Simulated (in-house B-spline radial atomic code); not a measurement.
# In¹⁰⁺: excited configurations

How much energy does it take to promote electrons of In¹⁰⁺ to other shells? Each configuration is solved by itself and compared with the reference.

Method: scalar-relativistic (spin-free one-electron X2C) BLYP, spin-polarised, spherical fractional occupations, Fermi nucleus, basis-set limit. Code: in-house B-spline radial atomic code version 1.

## 1. The system

```
element       : indium (Z = 49)
charge        : +10
electrons     : 39
configuration : [Kr] 4d3
Hamiltonian   : scalar-relativistic (X2C)
nucleus       : Fermi, rms radius 4.616 fm
```

The outer shells:

[Kr] 4d3
```
[Kr] core
4d [↑ ][↑ ][↑ ][  ][  ]
```

Where spins are not typed, each open shell is filled with up spins first.

Input settings:

```ini
Z = 49
electrons = 39.0
configuration = [Kr] 4d3
hamiltonian = x2c
method = b88,lyp
spin_polarised = True
nucleus = fermi
rms_radius = 4.6156
mass_number = 115
atomic_mass = 114.903878772
speed_of_light = 137.035999084
```

From the earlier run of the reference: total energy -5849.885289 hartree. Levels, eight at most:

| orbital | occupation | energy (eV) | <r> (bohr) |
| --- | --- | --- | --- |
| 3p down | 3 | -844.30 | 0.3459 |
| 3d up | 5 | -629.48 | 0.3228 |
| 3d down | 5 | -628.53 | 0.3226 |
| 4s up | 1 | -302.07 | 0.8070 |
| 4s down | 1 | -298.08 | 0.8063 |
| 4p up | 3 | -257.81 | 0.8528 |
| 4p down | 3 | -253.79 | 0.8528 |
| 4d up | 3 | -190.80 | 0.9420 |

## 2. 1s2 2s2 2p6 3s2 3p6 3d10 4s2 4p3,2 4d4,0

In configurations, two counts after a shell (as in p1,2) give the electrons with spin up and with spin down.

Changes to the settings of step 1:

```diff
@@ -2,3 +2,3 @@
 electrons = 39.0
-configuration = [Kr] 4d3
+configuration = 1s2 2s2 2p6 3s2 3p6 3d10 4s2 4p3,2 4d4,0
 hamiltonian = x2c
```

Results of the run (chosen fields of its result record, rounded):

```text
status: converged
iterations: 9
energy [hartree]: {"total": -5847.61697746, "kinetic": 6147.43441518, "nuclear": -13908.0879418, "coulomb": 2067.7758044, "xc": -154.739255201}
orbitals [hartree, bohr; first row names the columns]:
  - ["name", "occ", "eps", "<r>"]
  - ["1s up", 1.0, -1025.7396, 0.029143]
  - ["1s down", 1.0, -1025.7276, 0.029143]
  - ["2s up", 1.0, -159.97057, 0.12802]
  - ["2s down", 1.0, -159.91107, 0.128]
  - ["2p up", 3.0, -144.44723, 0.11187]
  - ["2p down", 3.0, -144.39586, 0.11186]
  - ["3s up", 1.0, -36.214342, 0.34774]
  - ["3s down", 1.0, -36.176013, 0.34759]
  - ["3p up", 3.0, -31.123806, 0.34598]
  - ["3p down", 3.0, -31.080176, 0.34577]
  - ["3d up", 5.0, -23.205209, 0.32278]
  - ["3d down", 5.0, -23.145157, 0.32254]
  - ["4s up", 1.0, -11.18009, 0.80568]
  - ["4s down", 1.0, -10.930361, 0.80556]
  - ["4p up", 3.0, -9.5502193, 0.85064]
  - ["4p down", 2.0, -9.3012257, 0.85234]
  - ["4d up", 4.0, -7.079103, 0.93764]
sum_r [bohr^k]: {"-1": 288.8872, "1": 16.60105, "2": 12.0684}
energy_minus_base [hartree]: 2.26831126
```

It took 0.11 s on 1 thread, shared host.

energy_minus_base is the energy less that of the reference run.

## 3. Configuration 1s2 2s2 2p6 3s2 3p6 3d4,5 4s2 4p6 4d3,0 4f0,1

Changes to the settings of step 2:

```diff
@@ -2,3 +2,3 @@
 electrons = 39.0
-configuration = 1s2 2s2 2p6 3s2 3p6 3d10 4s2 4p3,2 4d4,0
+configuration = 1s2 2s2 2p6 3s2 3p6 3d4,5 4s2 4p6 4d3,0 4f0,1
 hamiltonian = x2c
```

Results of the run:

```text
status: converged
iterations: 9
energy [hartree]: {"total": -5830.64478376, "kinetic": 6131.17144373, "nuclear": -13840.0132227, "coulomb": 2031.08452996, "xc": -152.887534728}
orbitals [hartree, bohr; first row names the columns]:
  - ["name", "occ", "eps", "<r>"]
  - ["1s up", 1.0, -1027.1761, 0.029144]
  - ["1s down", 1.0, -1027.1766, 0.029144]
  - ["2s up", 1.0, -161.45936, 0.12795]
  - ["2s down", 1.0, -161.4955, 0.12797]
  - ["2p up", 3.0, -145.94928, 0.11181]
  - ["2p down", 3.0, -145.97632, 0.11184]
  - ["3s up", 1.0, -37.138039, 0.34537]
  - ["3s down", 1.0, -37.219483, 0.34511]
  - ["3p up", 3.0, -32.052381, 0.34299]
  - ["3p down", 3.0, -32.131848, 0.34265]
  - ["3d up", 4.0, -24.216077, 0.31831]
  - ["3d down", 5.0, -24.295668, 0.31789]
  - ["4s up", 1.0, -11.39084, 0.79435]
  - ["4s down", 1.0, -11.298044, 0.79357]
  - ["4p up", 3.0, -9.7385875, 0.83683]
  - ["4p down", 3.0, -9.644988, 0.83671]
  - ["4d up", 3.0, -7.2384174, 0.91659]
  - ["4f down", 1.0, -4.5334551, 1.0807]
sum_r [bohr^k]: {"-1": 287.5002, "1": 17.03421, "2": 12.73276}
energy_minus_base [hartree]: 19.240505
```

It took 0.12 s on 1 thread, shared host.

## 4. 1s2 2s2 2p6 3s2 3p6 3d10 4s2 4p6 4d0,2 5d1,0

Changes to the settings of step 3:

```diff
@@ -2,3 +2,3 @@
 electrons = 39.0
-configuration = 1s2 2s2 2p6 3s2 3p6 3d4,5 4s2 4p6 4d3,0 4f0,1
+configuration = 1s2 2s2 2p6 3s2 3p6 3d10 4s2 4p6 4d0,2 5d1,0
 hamiltonian = x2c
```

Results of the run:

```text
status: converged
iterations: 9
energy [hartree]: {"total": -5846.30530703, "kinetic": 6146.48811976, "nuclear": -13891.8361826, "coulomb": 2053.01088428, "xc": -153.96812845}
orbitals [hartree, bohr; first row names the columns]:
  - ["name", "occ", "eps", "<r>"]
  - ["1s up", 1.0, -1026.0861, 0.029144]
  - ["1s down", 1.0, -1026.0861, 0.029144]
  - ["2s up", 1.0, -160.35965, 0.12801]
  - ["2s down", 1.0, -160.3827, 0.12801]
  - ["2p up", 3.0, -144.83746, 0.11187]
  - ["2p down", 3.0, -144.85511, 0.11187]
  - ["3s up", 1.0, -36.585224, 0.34753]
  - ["3s down", 1.0, -36.596742, 0.34758]
  - ["3p up", 3.0, -31.491164, 0.34569]
  - ["3p down", 3.0, -31.504357, 0.34577]
  - ["3d up", 5.0, -23.569521, 0.32235]
  - ["3d down", 5.0, -23.590008, 0.32242]
  - ["4s up", 1.0, -11.341591, 0.80107]
  - ["4s down", 1.0, -11.43644, 0.80154]
  - ["4p up", 3.0, -9.7002812, 0.84529]
  - ["4p down", 3.0, -9.7960316, 0.845]
  - ["4d down", 2.0, -7.3076427, 0.92698]
  - ["5d up", 1.0, -3.6622516, 1.9368]
sum_r [bohr^k]: {"-1": 288.5556, "1": 17.44312, "2": 14.94637}
energy_minus_base [hartree]: 3.57998169
```

It took 0.1 s on 1 thread, shared host.

## 5. Configuration 1s2 2s2 2p6 3s2 3p6 3d10 4s2 4p6 4d0,2 5f1,0

Changes to the settings of step 4:

```diff
@@ -2,3 +2,3 @@
 electrons = 39.0
-configuration = 1s2 2s2 2p6 3s2 3p6 3d10 4s2 4p6 4d0,2 5d1,0
+configuration = 1s2 2s2 2p6 3s2 3p6 3d10 4s2 4p6 4d0,2 5f1,0
 hamiltonian = x2c
```

Results of the run:

```text
status: converged
iterations: 9
energy [hartree]: {"total": -5845.38977283, "kinetic": 6145.57526172, "nuclear": -13887.4101234, "coulomb": 2050.34982023, "xc": -153.904731415}
orbitals [hartree, bohr; first row names the columns]:
  - ["name", "occ", "eps", "<r>"]
  - ["1s up", 1.0, -1026.1774, 0.029144]
  - ["1s down", 1.0, -1026.1774, 0.029144]
  - ["2s up", 1.0, -160.44414, 0.128]
  - ["2s down", 1.0, -160.47137, 0.12801]
  - ["2p up", 3.0, -144.92408, 0.11186]
  - ["2p down", 3.0, -144.94495, 0.11187]
  - ["3s up", 1.0, -36.648258, 0.34749]
  - ["3s down", 1.0, -36.658288, 0.34753]
  - ["3p up", 3.0, -31.55446, 0.34564]
  - ["3p down", 3.0, -31.566453, 0.3457]
  - ["3d up", 5.0, -23.634478, 0.32227]
  - ["3d down", 5.0, -23.655616, 0.3223]
  - ["4s up", 1.0, -11.398281, 0.80072]
  - ["4s down", 1.0, -11.49405, 0.8016]
  - ["4p up", 3.0, -9.7561874, 0.84453]
  - ["4p down", 3.0, -9.8540155, 0.84506]
  - ["4d down", 2.0, -7.3662206, 0.92697]
  - ["5f up", 1.0, -2.7805981, 2.2729]
sum_r [bohr^k]: {"-1": 288.4654, "1": 17.77524, "2": 16.62576}
energy_minus_base [hartree]: 4.49551589
```

Wall time 0.1 s (1 thread, shared host).

## 6. 1s2 2s2 2p6 3s2 3p6 3d10 4s2 4p6 4d2,1

Changes to the settings of step 5:

```diff
@@ -2,3 +2,3 @@
 electrons = 39.0
-configuration = 1s2 2s2 2p6 3s2 3p6 3d10 4s2 4p6 4d0,2 5f1,0
+configuration = 1s2 2s2 2p6 3s2 3p6 3d10 4s2 4p6 4d2,1
 hamiltonian = x2c
```

Results of the run:

```text
status: converged
iterations: 8
energy [hartree]: {"total": -5849.78807553, "kinetic": 6149.86144123, "nuclear": -13915.0654619, "coulomb": 2069.98202851, "xc": -154.566083342}
orbitals [hartree, bohr; first row names the columns]:
  - ["name", "occ", "eps", "<r>"]
  - ["1s up", 1.0, -1025.6053, 0.029144]
  - ["1s down", 1.0, -1025.6053, 0.029144]
  - ["2s up", 1.0, -159.88741, 0.12801]
  - ["2s down", 1.0, -159.87437, 0.12801]
  - ["2p up", 3.0, -144.36047, 0.11188]
  - ["2p down", 3.0, -144.35048, 0.11187]
  - ["3s up", 1.0, -36.139606, 0.34772]
  - ["3s down", 1.0, -36.13304, 0.34769]
  - ["3p up", 3.0, -31.046689, 0.34595]
  - ["3p down", 3.0, -31.039187, 0.34591]
  - ["3d up", 5.0, -23.12574, 0.32272]
  - ["3d down", 5.0, -23.11417, 0.32268]
  - ["4s up", 1.0, -11.059632, 0.80687]
  - ["4s down", 1.0, -11.010432, 0.80655]
  - ["4p up", 3.0, -9.4330731, 0.85285]
  - ["4p down", 3.0, -9.3832086, 0.85276]
  - ["4d up", 2.0, -6.9718948, 0.94326]
  - ["4d down", 1.0, -6.9227507, 0.94408]
sum_r [bohr^k]: {"-1": 289.0292, "1": 16.54437, "2": 11.9455}
energy_minus_base [hartree]: 0.0972131854
```

It took 0.12 s on 1 thread, shared host.

## 7. The excitation energies

| net move | configuration | 2|M_S|+1 | energy above the reference (eV) | largest <r> (bohr) |
| --- | --- | --- | --- | --- |
| same shells, spins typed | 1s2 2s2 2p6 3s2 3p6 3d10 4s2 4p6 4d2,1 | 2 | 2.645 | 0.944 |
| 4p → 4d, spins typed | 1s2 2s2 2p6 3s2 3p6 3d10 4s2 4p3,2 4d4,0 | 6 | 61.724 | 0.938 |
| 4d → 5d, spins typed | 1s2 2s2 2p6 3s2 3p6 3d10 4s2 4p6 4d0,2 5d1,0 | 2 | 97.416 | 1.94 |
| 4d → 5f, spins typed | 1s2 2s2 2p6 3s2 3p6 3d10 4s2 4p6 4d0,2 5f1,0 | 2 | 122.33 | 2.27 |
| 3d → 4f, spins typed | 1s2 2s2 2p6 3s2 3p6 3d4,5 4s2 4p6 4d3,0 4f0,1 | 2 | 523.56 | 1.08 |

At the bottom stands same shells, spins typed (2.645 eV), at the top 3d → 4f, spins typed (523.56 eV). 1 of them lies more than 60 % above minus the reference's highest level (190.80 eV), in the range where a state can decay by emitting an electron. The reference has 2|M_S|+1 = 4; 5 of the configurations differ from it in spin. These are spherical averages at the typed spins, not spectroscopic levels.
